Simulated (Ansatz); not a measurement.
# BH3 (SMILES B): revPBE/def2-TZVPPD

What is the electronic atomisation energy of BH3 at revPBE/def2-TZVPPD? 

Program for the calculation: Ansatz 0.2.0.

32 further runs of the same task are left out: 32 set aside as unsound or not needed.

**1. The structure to begin with**

BH3 has 4 atoms, charge 0, and is taken as a singlet. SMILES: `B`. The shape is that of a PBE0-D4/def2-TZVP optimisation.

Bond lengths: B1–H2 1.193 Å, B1–H3 1.193 Å, B1–H4 1.193 Å. Angles: H2–B1–H3 120.0°, H2–B1–H4 120.0°, H3–B1–H4 120.0°.

**2. The energy at revPBE/def2-TZVPPD**

molecule.yaml reads:

```yaml
crystal:
  periodic: [false, false, false]
  atoms:
    - {symbol: B, position_ang: [0.013900, -0.015100, -0.005100]}
    - {symbol: H, position_ang: [0.982200, 0.381700, 0.568800]}
    - {symbol: H, position_ang: [-0.276200, -1.171800, 0.043000]}
    - {symbol: H, position_ang: [-0.664400, 0.744900, -0.626900]}
basis:
  gaussian:
    orbitals: def2-TZVPPD.json
hamiltonian:
  xc: {name: revPBE}
accuracy: high
output: {orbitals: {seedname: orbitals}}
```

The basis set def2-TZVPPD is read from a file made from the Basis Set Exchange's data (not shown).

The run is started by

```console
ansatz run molecule.yaml --threads 1 --pin off --max-ram 3480MiB --events-out events.jsonl --progress --plain --runs-dir runs
```

Standard output:

```text
Warning: RAYON_NUM_THREADS=1 ignored (pool sized by the plan → 1); use --threads N
Functional definition: revPBE
  name "revPBE"
  parameter kappa = 1.245
  parameter beta = 0.06672455060314922
  exchange = pbe_x(kappa = kappa, mu = beta*pi^2/3)
  correlation = pbe_c(beta = beta)
1349 factors; integrals over basis functions are off by at most 2.9e-9 eV
mean field evaluation 1: about -722.4826 eV, gradient 1.9e1 eV
mean field evaluation 2: about -722.9315 eV, gradient 1.6e1 eV
mean field evaluation 4: about -723.8895 eV, gradient 1.2e-1 eV
mean field evaluation 8: about -723.8885 eV, gradient 6.2e-4 eV
mean field evaluation 16: about -723.8885 eV, gradient 3.4e-9 eV
mean field -723.88846127 eV, -26.6024102824 hartree, gradient 3.4e-9 eV, S^2 0.000000; 0 other end points of the search recorded, 0 dependent functions left out
reference -723.88846550 eV, -26.6024104381 hartree; 4, 4 occupied and 84, 84 virtual orbitals, 1349 factors
Total energy: -723.88846550 eV, -26.6024104381 hartree
```

Wall time 1.6 s (1 thread of Arm Neoverse V2, shared host); peak memory 0.15 GiB.

**3. The B atom at the same level**

input.yaml reads:

```yaml
crystal:
  periodic: [false, false, false]
  atoms:
    - symbol: B
      position_ang: [0.000000, 0.000000, 0.000000]
basis:
  gaussian: {orbitals: def2-TZVPPD.json}
accuracy: high
total_charge: 0
magnetization: {spin_polarized: true, initial_magnetization: 1}
hamiltonian: {xc: {name: revPBE}}
```

The basis set def2-TZVPPD is read from a file made from the Basis Set Exchange's data (not shown).

Run the same way, it converges to -24.65292 Eh (log not shown).

**4. The H atom at the same level**

input.yaml reads:

```yaml
crystal:
  periodic: [false, false, false]
  atoms:
    - {symbol: H, position_ang: [0.000000, 0.000000, 0.000000]}
basis:
  gaussian:
    orbitals: def2-TZVPPD.json
magnetization:
  spin_polarized: true
  initial_magnetization: 1
hamiltonian:
  xc: {name: revPBE}
accuracy: high
```

The basis set def2-TZVPPD is read from a file made from the Basis Set Exchange's data (not shown).

The run is started by

```console
ansatz run input.yaml --threads 1 --pin off --max-ram 3480MiB --events-out events.jsonl --progress --plain --runs-dir runs
```

Standard output, shortened:

```text
Warning: RAYON_NUM_THREADS=1 ignored (pool sized by the plan → 1); use --threads N
[... 6 set-up lines as earlier in the session ...]
117 factors; integrals over basis functions are off by at most 2.6e-9 eV
mean field evaluation 1: about -13.7138 eV, gradient 5.4e-1 eV
mean field evaluation 2: about -13.7179 eV, gradient 8.4e-2 eV
mean field evaluation 4: about -13.7179 eV, gradient 1.1e-3 eV
mean field evaluation 8: about -13.7179 eV, gradient 2.9e-9 eV
mean field -13.71787170 eV, -0.5041224865 hartree, gradient 7.5e-9 eV, S^2 0.750000; 0 other end points of the search recorded, 0 dependent functions left out
reference -13.71787477 eV, -0.5041225997 hartree; 1, 0 occupied and 16, 17 virtual orbitals, 117 factors
Total energy: -13.71787477 eV, -0.5041225997 hartree
```

Wall time 0.12 s (1 thread of Arm Neoverse V2, shared host).

**5. Summary of results**

At revPBE/def2-TZVPPD:

| quantity | value |
| --- | --- |
| molecule: total energy | -26.60241 Eh |
| molecule: HOMO energy | -8.47 eV |
| molecule: LUMO energy | -2.94 eV |
| molecule: HOMO–LUMO gap | 5.52 eV |
| B atom: total energy | -24.65292 Eh |
| B atom: ⟨S²⟩ | 0.754 |
| H atom: total energy | -0.50412 Eh |
| H atom: ⟨S²⟩ | 0.750 |
| electronic atomisation energy | 11.895 eV |

**Reading.** Taking the molecule apart into free atoms costs 11.89 eV (1148 kJ/mol), before zero-point energy and without spin-orbit coupling.
